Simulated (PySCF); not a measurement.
# C7H11NSe: magnetic properties

Wanted: magnetic properties for C7H11NSe (`C=C[C@H]1C=NCC[Se]C1`).

Computed with PySCF 2.14.0 and routines of our own; the level stands in each step. Atoms count from 0.

## (1) The system as given

20 atoms, charge 0, multiplicity 1; geometry from: GFN2-xTB.

## (2) Magnetic properties: GIAO PBE/pcSseg-1

Job settings and geometry (Å):

```
{"job": {"kind": "mag", "xc": "PBE", "basis": "pcSseg-1", "isotopologues": 0}, "charge": 0, "multiplicity": 1}
C      3.144121    -0.660120    -0.048947
C      2.176976     0.070322     0.472859
C      0.743515     0.001710     0.043059
C     -0.125964    -0.464598     1.189560
N     -1.306085    -0.885725     1.161372
C     -2.071561    -0.975294    -0.052313
C     -2.527677     0.388744    -0.563036
Se    -1.211867     1.296715    -1.719374
C      0.281308     1.382890    -0.438200
H      2.957232    -1.369742    -0.838498
H      4.163090    -0.582235     0.289270
H      2.386466     0.778592     1.264710
H      0.645159    -0.712315    -0.785569
H      0.333445    -0.426958     2.173136
H     -1.519324    -1.500116    -0.844987
H     -2.959534    -1.566663     0.195461
H     -2.756572     1.055058     0.270602
H     -3.415171     0.282651    -1.188191
H      1.085283     1.883982    -0.981912
H     -0.027989     2.013779     0.397961
```

Method: GIAO PBE/pcSseg-1 magnetisability, rotational g tensor and spin-rotation constants, non-relativistic, gas phase.

Started as:

```bash
$ OMP_NUM_THREADS=1 python excited_run.py task.json out
```

One launch serves the whole session: the jobs run in the order shown.

Output:

```text
coarse grid: 75904 points
cycle   1  E = -2728.4320732262  dE = -9.164e-02  |g| = 9.868e-01  |ddm| = 4.294e+00
cycle   2  E = -2728.2786941463  dE =  1.534e-01  |g| = 1.132e+00  |ddm| = 1.717e+00
cycle   3  E = -2728.4782102718  dE = -1.995e-01  |g| = 4.949e-01  |ddm| = 1.496e+00
cycle   4  E = -2728.5305186821  dE = -5.231e-02  |g| = 1.841e-01  |ddm| = 5.564e-01
cycle   5  E = -2728.5376854407  dE = -7.167e-03  |g| = 5.927e-02  |ddm| = 2.345e-01
cycle   6  E = -2728.5385721844  dE = -8.867e-04  |g| = 2.033e-02  |ddm| = 8.406e-02
cycle   7  E = -2728.5386697356  dE = -9.755e-05  |g| = 6.079e-03  |ddm| = 2.061e-02
cycle   8  E = -2728.5386784379  dE = -8.702e-06  |g| = 2.700e-03  |ddm| = 7.148e-03
final grid: 161616 points
cycle   9  E = -2728.5386691342  dE =  8.259e-06  |g| = 6.231e-03  |ddm| = 8.972e-03
cycle  10  E = -2728.5386123863  dE =  5.675e-05  |g| = 1.577e-02  |ddm| = 1.851e-02
cycle  11  E = -2728.5386788827  dE = -6.650e-05  |g| = 1.574e-03  |ddm| = 1.352e-02
cycle  12  E = -2728.5386794438  dE = -5.610e-07  |g| = 3.739e-04  |ddm| = 1.586e-03
cycle  13  E = -2728.5386794762  dE = -3.246e-08  |g| = 5.947e-05  |ddm| = 3.789e-04
cycle  14  E = -2728.5386794770  dE = -7.312e-10  |g| = 1.523e-05  |ddm| = 6.312e-05
converged SCF energy = -2728.5386794770

Magnetisability tensor (1e-30 J/T^2)
    -1462.30       33.76       13.47
       33.76    -1617.93      148.59
       13.47      148.59    -1465.64
isotropic -1515.29   principal values   -1710.68  -1469.29  -1365.91
isotropic susceptibility -91.253 1e-6 cm^3/mol

Inertial axes            a          b          c
rot. const./GHz      1.6914     0.8464     0.6155
chi total           -92.123    -96.781    -84.855
chi diamagnetic    -829.747  -1497.823  -1985.057
chi paramagnetic    737.624   1401.043   1900.202
quadrupole/D A        5.345     -8.263      2.919
g nuclear            0.5603     0.5492     0.5383
g electronic        -0.5861    -0.5571    -0.5494
g total             -0.0258    -0.0079    -0.0111

Spin-rotation constants (kHz, H = +C I.J)
atom  isotope        aa         bb         cc
  4    14N        0.448      0.175      0.071
  9     1H       -0.151     -0.098      0.048
 10     1H        0.098     -0.074     -0.060
 11     1H       -0.139     -0.096      0.051
 12     1H       -0.170     -0.091      0.031
 13     1H        0.043     -0.065     -0.016
 14     1H       -0.151     -0.068      0.015
 15     1H       -0.098      0.018     -0.055
 16     1H       -0.158     -0.094      0.020
 17     1H        0.025     -0.090     -0.057
 18     1H       -0.170      0.025     -0.076
 19     1H       -0.192     -0.076      0.017
  0    13C*       0.612      0.150      0.226
  1    13C*       0.659      0.164      0.277
  2    13C*       0.310      0.208      0.130
  3    13C*       0.709      0.340      0.205
  5    13C*       0.378      0.177      0.130
  6    13C*       0.295      0.151      0.094
  7   77Se*       3.291      1.781      1.276
  8    13C*       0.288      0.150      0.104
* in the singly substituted isotopologue
```

Run time: 4.7 min. Hardware: 1 thread of Intel Xeon at 2.50GHz, shared host; peak memory 0.93 GiB.

Key values:

| quantity | value |
| --- | --- |
| magnetisability | -1515·10⁻³⁰ J/T² |
| molar susceptibility | -91.3·10⁻⁶ cm³/mol |
| rotational g (a, b, c) | -0.0258, -0.0079, -0.0111 |

## (3) Magnetic properties: GIAO LDA/6-31G, grid 1

The job, as its differences from that of step 2:

```diff
@@ -1,2 +1,2 @@
-{"job": {"kind": "mag", "xc": "PBE", "basis": "pcSseg-1", "isotopologues": 0}, "charge": 0, "multiplicity": 1}
+{"job": {"kind": "mag", "xc": "LDA", "basis": "6-31G", "grid": 1, "scf": {"conv": 1e-06}}, "charge": 0, "multiplicity": 1}
 C      3.144121    -0.660120    -0.048947
```

Method: GIAO LDA/6-31G magnetisability, rotational g tensor and spin-rotation constants, non-relativistic, gas phase.

Output:

```text
final grid: 75904 points
cycle   1  E = -2722.6602834040  dE =  1.062e-01  |g| = 5.632e-01  |ddm| = 4.531e+00
cycle   2  E = -2722.5452338646  dE =  1.150e-01  |g| = 8.775e-01  |ddm| = 2.020e+00
cycle   3  E = -2722.7329230740  dE = -1.877e-01  |g| = 2.870e-01  |ddm| = 1.278e+00
cycle   4  E = -2722.7530484112  dE = -2.013e-02  |g| = 5.630e-02  |ddm| = 3.687e-01
cycle   5  E = -2722.7536867737  dE = -6.384e-04  |g| = 3.140e-02  |ddm| = 1.405e-01
cycle   6  E = -2722.7539447852  dE = -2.580e-04  |g| = 5.924e-03  |ddm| = 4.069e-02
cycle   7  E = -2722.7539506274  dE = -5.842e-06  |g| = 4.197e-03  |ddm| = 1.150e-02
cycle   8  E = -2722.7539553603  dE = -4.733e-06  |g| = 6.685e-04  |ddm| = 4.519e-03
cycle   9  E = -2722.7539554828  dE = -1.226e-07  |g| = 2.010e-04  |ddm| = 1.169e-03
converged SCF energy = -2722.7539554828

Magnetisability tensor (1e-30 J/T^2)
    -1443.27       43.76       24.57
       43.76    -1654.88      159.22
       24.57      159.22    -1489.52
isotropic -1529.23   principal values   -1753.60  -1466.93  -1367.15
isotropic susceptibility -92.092 1e-6 cm^3/mol

Inertial axes            a          b          c
rot. const./GHz      1.6914     0.8464     0.6155
chi total           -91.846    -98.229    -86.201
chi diamagnetic    -828.463  -1495.872  -1983.734
chi paramagnetic    736.617   1397.643   1897.533
quadrupole/D A        5.744     -8.996      3.253
g nuclear            0.5603     0.5492     0.5383
g electronic        -0.5853    -0.5557    -0.5487
g total             -0.0250    -0.0065    -0.0103

Spin-rotation constants (kHz, H = +C I.J)
atom  isotope        aa         bb         cc
  4    14N        0.443      0.162      0.066
  9     1H       -0.157     -0.102      0.045
 10     1H        0.088     -0.079     -0.062
 11     1H       -0.144     -0.098      0.047
 12     1H       -0.171     -0.094      0.025
 13     1H        0.044     -0.067     -0.018
 14     1H       -0.157     -0.071      0.010
 15     1H       -0.104      0.014     -0.057
 16     1H       -0.167     -0.096      0.013
 17     1H        0.009     -0.093     -0.061
 18     1H       -0.175      0.016     -0.077
 19     1H       -0.198     -0.081      0.011
  0    13C*       0.550      0.128      0.206
  1    13C*       0.593      0.139      0.246
  2    13C*       0.270      0.186      0.114
  3    13C*       0.650      0.306      0.180
  5    13C*       0.331      0.153      0.111
  6    13C*       0.246      0.125      0.077
  7   77Se*       2.826      1.509      1.069
  8    13C*       0.239      0.128      0.088
* in the singly substituted isotopologue
```

Run time: 75 s. Hardware: 1 thread of Intel Xeon at 2.50GHz, shared host; peak memory 0.69 GiB.

In short:

| quantity | value |
| --- | --- |
| magnetisability | -1529·10⁻³⁰ J/T² |
| molar susceptibility | -92.1·10⁻⁶ cm³/mol |
| rotational g (a, b, c) | -0.0250, -0.0065, -0.0103 |

## (4) Magnetic properties side by side

| level | ξ (10⁻³⁰ J/T²) | g(a) | g(b) | gap (eV) | functions | time |
| --- | --- | --- | --- | --- | --- | --- |
| GIAO PBE/pcSseg-1 | -1515 | -0.0258 | -0.0079 | 3.40 | 232 | 4.7 min |
| GIAO LDA/6-31G, grid 1 | -1529 | -0.0250 | -0.0065 | 3.41 | 121 | 75 s |

## (5) Summary of results

```
                                          quantity                      value
       magnetisability (step 2, GIAO PBE/pcSseg-1)           -1515·10⁻³⁰ J/T²
  molar susceptibility (step 2, GIAO PBE/pcSseg-1)         -91.3·10⁻⁶ cm³/mol
rotational g (a, b, c) (step 2, GIAO PBE/pcSseg-1)  -0.0258, -0.0079, -0.0111
                   magnetisability over the levels  -1529 to -1515·10⁻³⁰ J/T²
```

In words: Steps that list no spin-orbit terms leave them out, which matters at and beside the heavy atoms. The magnetisability spreads by 0.9 % over 2 levels, from GIAO LDA/6-31G, grid 1 (75 s) to GIAO PBE/pcSseg-1 (4.7 min); the runs took 75 s to 4.7 min. Two levels can agree by chance, so this spread shows no convergence. Vibrational averaging and real surroundings are missing from these values.
